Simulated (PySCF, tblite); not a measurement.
# B26N27H19: electronic excitations, NMR shifts

What do calculations give for the electronic excitations, NMR shifts of B26N27H19?

Computed with tblite 0.8.0 and PySCF 2.14.0 and routines of our own; the level stands in each step. Atoms count from 0.

### Step 1. The system as given

72 atoms, charge 0, multiplicity 1; geometry from: force field, distance geometry or constructed start.

### Step 2. Geometry optimisation with GFN2-xTB

Job settings and geometry (Å):

```
{"job": {"kind": "relax", "xc": "GFN2-xTB", "basis": "xTB"}, "charge": 0, "multiplicity": 1}
N     -2.506600    -0.166500    -0.001600
B     -3.770400     0.562900    -0.006900
N     -5.017700    -0.167000     0.001000
B     -5.023600    -1.610300    -0.006200
N     -3.768200    -2.340900     0.003400
B     -2.514800    -1.615200    -0.002600
N      6.278800    -2.338000    -0.003300
B      5.026300    -1.612000     0.001500
N      3.769900    -2.341800    -0.000400
B      3.764400    -3.790500     0.001600
N      5.020800    -4.515900    -0.002100
B      6.276200    -3.791700    -0.000000
N      1.252300     2.011000     0.005000
B      0.002200     2.734700    -0.002700
N     -1.257900     2.015400     0.000200
B     -1.257600     0.560900     0.006300
N      0.000400    -0.162800     0.000900
B      1.254600     0.556900    -0.001000
N      2.510900    -0.162900     0.002500
B      0.002800    -1.613800     0.002700
N      1.253400    -2.335900     0.001500
B      2.510600    -1.613200    -0.000200
N     -6.275300    -2.335100     0.006600
B     -6.282900    -3.794000    -0.001500
N     -5.022400    -4.512100     0.000900
B     -3.773300    -3.790600     0.002500
N      5.023600    -0.162400    -0.000700
B      3.766600     0.560900     0.001200
N     -1.255100    -2.339300    -0.002000
N      0.001100     4.185700     0.003400
B     -1.252100     4.910900    -0.001100
N     -2.513400     4.186600     0.000200
B     -2.512500     2.735400    -0.001900
B     -1.253600    -3.791000     0.003700
N      0.001200    -4.512900    -0.003300
B      1.256200    -3.787500    -0.002900
N      2.510700    -4.514600    -0.004100
N      5.023800     4.187800    -0.002600
B      3.768300     4.906400    -0.000100
N      2.506700     4.188700     0.001200
B      2.511400     2.733000     0.003800
N      3.773100     2.004700     0.003700
B      5.027800     2.736300    -0.003600
N     -3.764600     2.009800    -0.001800
B     -3.770900     4.912000     0.002400
N     -5.024800     4.186900    -0.003400
B     -5.020500     2.735400    -0.000600
N     -2.511800    -4.512100     0.002300
N      6.280300     2.010700     0.000200
B      6.280600     0.561000     0.002000
N     -6.279600     2.003000     0.003100
B     -6.272100     0.561600    -0.000300
B      1.255300     4.909900     0.000100
H      7.176000    -1.821300    -0.003000
H      5.023600    -5.555600     0.001500
H      7.291400    -4.371700     0.000600
H     -7.172800    -1.825400    -0.001900
H     -7.289200    -4.367100    -0.000700
H     -5.022800    -5.555400     0.004000
H     -1.256600     6.082300    -0.001000
H     -0.003800    -5.553800     0.001500
H      2.515400    -5.555000    -0.001900
H      5.925300     4.706000     0.000800
H      3.767000     6.083800     0.001100
H     -3.761500     6.083600     0.002000
H     -5.928500     4.707100     0.001300
H     -2.509100    -5.551600    -0.001200
H      7.181900     2.528600     0.005900
H      7.287900    -0.030000    -0.005000
H     -7.182100     2.526900     0.005900
H     -7.292900    -0.028700     0.003300
H      1.253900     6.076600     0.002600
```

On the command line:

```bash
OMP_NUM_THREADS=8 python large_run.py task.json out
```

One launch serves the whole session: the jobs run in the order shown.

The program printed:

```text
step      E/eV     max force
  0   -3348.84139    1.375
  1   -3349.21433    1.059
  2   -3349.44784    0.624
  3   -3349.56236    0.522
  4   -3349.65456    0.428
  5   -3349.70914    0.338
  6   -3349.75708    0.307
  7   -3349.78836    0.214
  8   -3349.80957    0.185
  9   -3349.82273    0.159
 10   -3349.83155    0.132
 11   -3349.83810    0.105
 12   -3349.84324    0.090
 13   -3349.84683    0.068
 14   -3349.84920    0.070
 15   -3349.85098    0.059
 16   -3349.85251    0.051
 17   -3349.85364    0.044
 18   -3349.85434    0.028
 19   -3349.85480    0.027
 20   -3349.85519    0.026
 21   -3349.85552    0.026
 22   -3349.85583    0.026
 23   -3349.85611    0.026
 24   -3349.85635    0.028
 25   -3349.85649    0.021
 26   -3349.85656    0.014
```

Wall time 3.9 s (8 threads of Intel Xeon 6975P-C, shared host); peak memory 0.14 GiB.

Along the way:

| step | energy from step 0 (eV) | largest force (eV/Å) |
| --- | --- | --- |
| 0 | 0.0000 | 1.3750 |
| 1 | -0.3729 | 1.0594 |
| 2 | -0.6064 | 0.6239 |
| 3 | -0.7210 | 0.5228 |
| 4 | -0.8132 | 0.4273 |
| 5 | -0.8677 | 0.3374 |
| 6 | -0.9157 | 0.3065 |
| 7 | -0.9470 | 0.2132 |
| 8 | -0.9682 | 0.1853 |
| 9 | -0.9813 | 0.1588 |
| 10 | -0.9902 | 0.1322 |
| 11 | -0.9967 | 0.1045 |
| 13 | -1.0054 | 0.0682 |
| 14 | -1.0078 | 0.0692 |
| 15 | -1.0096 | 0.0592 |
| 16 | -1.0111 | 0.0511 |
| 18 | -1.0129 | 0.0279 |
| 19 | -1.0134 | 0.0262 |
| 20 | -1.0138 | 0.0265 |
| 22 | -1.0144 | 0.0256 |
| 23 | -1.0147 | 0.0260 |
| 24 | -1.0150 | 0.0280 |
| 25 | -1.0151 | 0.0210 |
| 26 | -1.0152 | 0.0140 |

Distances of close pairs at the start and the end, largest changes first:

| bond | before (Å) | after (Å) | change (Å) |
| --- | --- | --- | --- |
| N22–B23 | 1.459 | 1.411 | -0.048 |
| N6–B11 | 1.454 | 1.411 | -0.042 |
| B44–N45 | 1.448 | 1.408 | -0.041 |
| N48–B49 | 1.450 | 1.410 | -0.040 |
| N37–B38 | 1.447 | 1.408 | -0.039 |
| B23–N24 | 1.451 | 1.412 | -0.039 |
| N10–B11 | 1.449 | 1.412 | -0.037 |
| N24–H58 | 1.043 | 1.008 | -0.035 |

The final coordinates are the input of the step that follows.

### Step 3. Electronic excitations: TDA PBE0/6-31G*

Job settings and geometry (Å):

```
{"job": {"kind": "uv", "basis": "6-31G*", "grid": 1, "kgrid": 0, "vcut": 1.5, "nstates": 6, "ntriplets": 2, "tda": true, "delta": ["ip_vertical"], "pop": true, "xc": "PBE0"}, "charge": 0, "multiplicity": 1}
N     -2.496484    -0.164211    -0.000388
B     -3.744487     0.548312    -0.000434
N     -5.007451    -0.159237     0.000018
B     -4.984881    -1.612367    -0.000157
N     -3.736258    -2.319951     0.000088
B     -2.489816    -1.602036    -0.000089
N      6.182906    -2.389188    -0.001236
B      4.985143    -1.612580    -0.000656
N      3.736481    -2.320079    -0.000292
B      3.731453    -3.758133    -0.000590
N      4.971190    -4.468508    -0.000389
B      6.215194    -3.800070    -0.000702
N      1.244761     1.990207     0.001239
B      0.000207     2.703236     0.000625
N     -1.244367     1.990266    -0.000056
B     -1.247916     0.551008    -0.000012
N      0.000154    -0.162146     0.000534
B      1.248272     0.550951     0.000965
N      2.496855    -0.164268     0.000889
B      0.000134    -1.599562     0.000378
N      1.245175    -2.316807     0.000267
B      2.490118    -1.602080     0.000326
N     -6.182654    -2.388937    -0.000531
B     -6.215055    -3.799793     0.000465
N     -4.971126    -4.468323     0.001377
B     -3.731344    -3.758017     0.000821
N      5.007810    -0.159467    -0.000098
B      3.744917     0.548177     0.000827
N     -1.244900    -2.316800     0.000314
N      0.000237     4.148338     0.000751
B     -1.240671     4.854829     0.000112
N     -2.484438     4.156948    -0.000188
B     -2.484719     2.709508    -0.000448
B     -1.242892    -3.753966     0.000296
N      0.000090    -4.447864    -0.000237
B      1.243087    -3.753983    -0.000383
N      2.486188    -4.447002    -0.001018
N      4.929411     4.146890     0.000843
B      3.725232     4.875594     0.000866
N      2.484911     4.156817     0.001447
B      2.485149     2.709365     0.001492
N      3.728484     1.989056     0.001360
B      4.957427     2.718129     0.001122
N     -3.728072     1.989203    -0.000442
B     -3.724745     4.875745     0.000271
N     -4.928939     4.147063     0.000293
B     -4.957007     2.718312     0.000258
N     -2.486064    -4.446904     0.000762
N      6.184666     1.993603     0.000959
B      6.227625     0.584242    -0.000196
N     -6.184266     1.993879     0.001459
B     -6.227219     0.584533     0.001500
B      1.241169     4.854832     0.001368
H      7.056748    -1.890712    -0.001797
H      4.949849    -5.476601     0.000078
H      7.230009    -4.392181    -0.000392
H     -7.056458    -1.890435    -0.001044
H     -7.229861    -4.391829     0.000583
H     -4.949702    -5.476405     0.002192
H     -1.238112     6.026475    -0.000100
H      0.000001    -5.456769    -0.000533
H      2.485184    -5.455748    -0.001768
H      5.806698     4.644787     0.000135
H      3.745025     6.048385     0.000223
H     -3.744441     6.048550     0.000791
H     -5.806261     4.644888     0.000711
H     -2.485017    -5.455654     0.001126
H      7.050895     2.510221     0.001127
H      7.286955     0.073182    -0.001488
H     -7.050510     2.510455     0.002729
H     -7.286532     0.073562     0.002846
H      1.238620     6.026582     0.001705
```

Method: TDA PBE0/6-31G*, vertical, gas phase, core orbitals frozen in the response, virtual orbitals cut by energy.

The program printed:

```text
start: PBE on a coarse grid of 63720 points
cycle   1  E = -2135.6556941733  dE =  1.004e+01  |g| = 1.874e+00  |ddm| = 1.034e+01
cycle   2  E = -2134.4561545498  dE =  1.200e+00  |g| = 2.955e+00  |ddm| = 4.159e+00
cycle   3  E = -2136.4430183127  dE = -1.987e+00  |g| = 2.578e-01  |ddm| = 2.658e+00
cycle   4  E = -2136.4580561123  dE = -1.504e-02  |g| = 1.144e-01  |ddm| = 3.234e-01
cycle   5  E = -2136.4608767327  dE = -2.821e-03  |g| = 3.992e-02  |ddm| = 1.162e-01
cycle   6  E = -2136.4612383520  dE = -3.616e-04  |g| = 1.110e-02  |ddm| = 4.389e-02
cycle   7  E = -2136.4612655145  dE = -2.716e-05  |g| = 3.669e-03  |ddm| = 1.211e-02
final grid: 282622 points
cycle   8  E = -2136.2730770202  dE = -3.377e-02  |g| = 4.575e-02  |ddm| = 8.516e-01
cycle   9  E = -2136.2735505916  dE = -4.736e-04  |g| = 2.562e-02  |ddm| = 8.943e-02
cycle  10  E = -2136.2737083334  dE = -1.577e-04  |g| = 1.087e-02  |ddm| = 3.136e-02
cycle  11  E = -2136.2737312340  dE = -2.290e-05  |g| = 3.010e-03  |ddm| = 9.906e-03
cycle  12  E = -2136.2737345653  dE = -3.331e-06  |g| = 9.152e-04  |ddm| = 3.331e-03
cycle  13  E = -2136.2737367209  dE = -2.156e-06  |g| = 3.498e-04  |ddm| = 9.883e-04
cycle  14  E = -2136.2737339892  dE =  2.732e-06  |g| = 5.003e-05  |ddm| = 3.356e-04
converged SCF energy = -2136.2737339892
Vertical ionisation energy (delta-SCF) = 7.6846 eV   <S^2> = 0.758

Static polarisability (au): isotropic 438.864, principal 179.394 535.568 601.631

Singlet excitations
state   eV       nm        f      main configurations
  1   6.0579    204.7   0.21387   H-1->L 0.77
  2   6.0737    204.1   0.03237   H->L 0.27, H-1->L+1 0.22, H-3->L 0.21
  3   6.2463    198.5   0.01720   H->L 0.57, H-2->L 0.17
  4   6.3417    195.5   0.07686   H->L+1 0.35, H->L+2 0.25, H->L+6 0.15
  5   6.3509    195.2   0.01026   H-1->L+2 0.23, H-1->L+1 0.20, H->L+3 0.12
  6   6.4270    192.9   0.01991   H-2->L 0.23, H->L+3 0.20, H-1->L+2 0.15

Triplet excitations (Tamm-Dancoff, eV): 5.8124 5.8694
```

Run time: 1.8 min. Hardware: 8 threads of Intel Xeon 6975P-C, shared host; peak memory 6.3 GiB.

The orbitals next to the gap, with their largest atomic shares:

| orbital | eV | atoms |
| --- | --- | --- |
| HOMO−4 | -7.29 | N37 10 %, N45 10 %, N12 7 % |
| HOMO−3 | -7.15 | N48 9 %, N50 9 %, N16 8 % |
| HOMO−2 | -6.99 | N16 8 %, N2 7 %, N26 7 % |
| HOMO−1 | -6.62 | N20 8 %, N28 8 %, N24 7 % |
| HOMO | -6.60 | N34 19 %, N36 14 %, N47 14 % |
| LUMO | 0.10 | B52 21 %, B30 21 %, B44 8 % |
| LUMO+1 | 0.50 | B49 12 %, B51 12 %, B44 10 % |
| LUMO+2 | 0.52 | B13 15 %, B27 8 %, B1 8 % |
| LUMO+3 | 0.74 | B15 16 %, B17 16 %, B5 6 % |

With each of the 6 states as a Gaussian band of 0.4 eV half-width at 1/e, the curve within the window shown has maxima at 202 nm (ε 13,000) L/(mol cm). Beyond the last state computed it falls off for lack of states. The curve at chosen wavelengths:

| nm | ε (L/mol/cm) |
| --- | --- |
| 184 | 2644 |
| 186 | 3841 |
| 187 | 4532 |
| 189 | 6061 |
| 191 | 7713 |
| 192 | 8548 |
| 194 | 10153 |
| 196 | 11556 |
| 197 | 12141 |
| 199 | 13008 |
| 201 | 13411 |
| 202 | 13428 |
| 204 | 13101 |
| 206 | 12337 |
| 208 | 11228 |
| 209 | 10578 |
| 211 | 9165 |
| 213 | 7697 |
| 214 | 6974 |
| 216 | 5602 |
| 218 | 4375 |
| 219 | 3827 |
| 221 | 2872 |
| 223 | 2102 |
| 224 | 1782 |
| 226 | 1260 |

Leading natural transition orbitals of singlet state 1: the hole lies on N2, N26 about 7 % each; the particle on B30, B52 about 14 % each; B49, B51 about 7 % each.

Further results of this job:

| property | computed |
| --- | --- |
| dipole moment (D) | 3.52 |
| polarisability (Å³) | 65.03 |
| HOMO–LUMO gap (eV) | 6.70 |
| −ε(HOMO) (eV) | 6.60 |

The fields below are evaluated on a grid from the run's orbitals.

Frontier orbitals at PBE0/6-31G*, with the share of their density that lies nearest to each atom:

| orbital | energy (eV) | lies on |
| --- | --- | --- |
| HOMO | -6.60 | N34 17 %; N36, N47 about 13 % each; N6, N22 about 7 % each |
| LUMO | 0.10 | B30, B52 about 17 % each; B38, B44 about 6 % each |

ELF in a plane through or near 72 of the atoms.

Values, 10 rows by 14 columns:
```
0.00 0.00 0.00 0.00 0.00 0.00 0.00 0.00 0.00 0.00 0.00 0.00 0.00 0.00
0.00 0.00 0.00 0.06 0.00 0.18 0.00 0.11 0.03 0.01 0.16 0.00 0.00 0.00
0.00 0.70 0.98 0.62 0.17 0.89 0.10 0.81 0.51 0.42 0.86 0.21 1.00 0.00
0.00 0.01 0.32 0.41 0.73 0.05 0.74 0.16 0.49 0.57 0.10 0.78 0.07 0.00
0.00 0.01 0.61 0.33 0.33 0.41 0.31 0.24 0.35 0.36 0.20 0.22 0.14 0.00
0.00 0.89 0.96 0.85 0.38 0.72 0.45 0.82 0.56 0.56 0.81 0.57 1.00 0.01
0.00 0.05 0.98 0.91 0.65 0.12 0.51 0.58 0.89 0.86 0.30 0.51 0.90 0.00
0.00 0.00 0.01 0.77 0.49 0.52 0.38 0.56 0.76 0.72 0.23 0.50 0.00 0.00
0.00 0.00 0.00 0.01 1.00 0.04 1.00 0.53 0.96 0.99 0.57 0.05 0.00 0.00
0.00 0.00 0.00 0.00 0.07 0.00 0.06 0.00 0.02 0.03 0.00 0.00 0.00 0.00
```
The map spans 19.8 Å across and 17.3 Å up, centred on the molecule. Atoms in the plane (x, y in Å): N0 (2.5, 0.2), B1 (3.7, -0.5), N2 (5.0, 0.2), B3 (5.0, 1.6), N4 (3.7, 2.3), B5 (2.5, 1.6), N6 (-6.2, 2.4), B7 (-5.0, 1.6), N8 (-3.7, 2.3), B9 (-3.7, 3.8), N10 (-5.0, 4.5), B11 (-6.2, 3.8), N12 (-1.2, -2.0), B13 (0.0, -2.7), N14 (1.2, -2.0), B15 (1.2, -0.6), N16 (0.0, 0.2), B17 (-1.2, -0.6), N18 (-2.5, 0.2), B19 (0.0, 1.6), N20 (-1.2, 2.3), B21 (-2.5, 1.6), N22 (6.2, 2.4), B23 (6.2, 3.8), N24 (5.0, 4.5), B25 (3.7, 3.8), N26 (-5.0, 0.2), B27 (-3.7, -0.5), N28 (1.2, 2.3), N29 (0.0, -4.1), B30 (1.2, -4.9), N31 (2.5, -4.2), B32 (2.5, -2.7), B33 (1.2, 3.8), N34 (0.0, 4.4), B35 (-1.2, 3.8), N36 (-2.5, 4.4), N37 (-4.9, -4.1), B38 (-3.7, -4.9), N39 (-2.5, -4.2), B40 (-2.5, -2.7), N41 (-3.7, -2.0), B42 (-5.0, -2.7), N43 (3.7, -2.0), B44 (3.7, -4.9), N45 (4.9, -4.1), B46 (5.0, -2.7), N47 (2.5, 4.4), N48 (-6.2, -2.0), B49 (-6.2, -0.6), N50 (6.2, -2.0), B51 (6.2, -0.6), B52 (-1.2, -4.9), H53 (-7.1, 1.9), H54 (-4.9, 5.5), H55 (-7.2, 4.4), H56 (7.1, 1.9), H57 (7.2, 4.4), H58 (4.9, 5.5), H59 (1.2, -6.0), H60 (0.0, 5.5), H61 (-2.5, 5.5), H62 (-5.8, -4.6), H63 (-3.7, -6.0), H64 (3.7, -6.0), H65 (5.8, -4.6), H66 (2.5, 5.5), H67 (-7.1, -2.5), H68 (-7.3, -0.1), H69 (7.1, -2.5), H70 (7.3, -0.1), H71 (-1.2, -6.0).

log10 of the density (e/Å³) in the same plane.

Ten even steps from '0' (-4.0) to '9' (1.6):
```
0000000000000000000000000000
0000000000000000000000000000
0000012322322222232232100000
0012335644654554564465332100
0135656756765775676576565310
0146787787778778777777876310
0024676676567667656756764200
0025797797678779767867975200
0024666766866776686676664200
0135667867876776787687665310
0146797787778778777877976410
0024676677567667657756764200
0025787787778778777877875200
0024556766766776676676554200
0002357867976886797687532000
0000356687668668667866530000
0000123576567557656753210000
0000001455455445545542000000
0000000122122112212210000000
0000000000000000000000000000
```
The map spans 19.8 Å across and 17.3 Å up, centred on the molecule. Atoms in the plane (x, y in Å): N0 (2.5, 0.2), B1 (3.7, -0.5), N2 (5.0, 0.2), B3 (5.0, 1.6), N4 (3.7, 2.3), B5 (2.5, 1.6), N6 (-6.2, 2.4), B7 (-5.0, 1.6), N8 (-3.7, 2.3), B9 (-3.7, 3.8), N10 (-5.0, 4.5), B11 (-6.2, 3.8), N12 (-1.2, -2.0), B13 (0.0, -2.7), N14 (1.2, -2.0), B15 (1.2, -0.6), N16 (0.0, 0.2), B17 (-1.2, -0.6), N18 (-2.5, 0.2), B19 (0.0, 1.6), N20 (-1.2, 2.3), B21 (-2.5, 1.6), N22 (6.2, 2.4), B23 (6.2, 3.8), N24 (5.0, 4.5), B25 (3.7, 3.8), N26 (-5.0, 0.2), B27 (-3.7, -0.5), N28 (1.2, 2.3), N29 (0.0, -4.1), B30 (1.2, -4.9), N31 (2.5, -4.2), B32 (2.5, -2.7), B33 (1.2, 3.8), N34 (0.0, 4.4), B35 (-1.2, 3.8), N36 (-2.5, 4.4), N37 (-4.9, -4.1), B38 (-3.7, -4.9), N39 (-2.5, -4.2), B40 (-2.5, -2.7), N41 (-3.7, -2.0), B42 (-5.0, -2.7), N43 (3.7, -2.0), B44 (3.7, -4.9), N45 (4.9, -4.1), B46 (5.0, -2.7), N47 (2.5, 4.4), N48 (-6.2, -2.0), B49 (-6.2, -0.6), N50 (6.2, -2.0), B51 (6.2, -0.6), B52 (-1.2, -4.9), H53 (-7.1, 1.9), H54 (-4.9, 5.5), H55 (-7.2, 4.4), H56 (7.1, 1.9), H57 (7.2, 4.4), H58 (4.9, 5.5), H59 (1.2, -6.0), H60 (0.0, 5.5), H61 (-2.5, 5.5), H62 (-5.8, -4.6), H63 (-3.7, -6.0), H64 (3.7, -6.0), H65 (5.8, -4.6), H66 (2.5, 5.5), H67 (-7.1, -2.5), H68 (-7.3, -0.1), H69 (7.1, -2.5), H70 (7.3, -0.1), H71 (-1.2, -6.0).

On the surface of density 0.002 e/bohr³ the electrostatic potential runs, from the 1st to the 99th percentile, from -0.73 to 2.04 V.

[end of part 1 of 2]
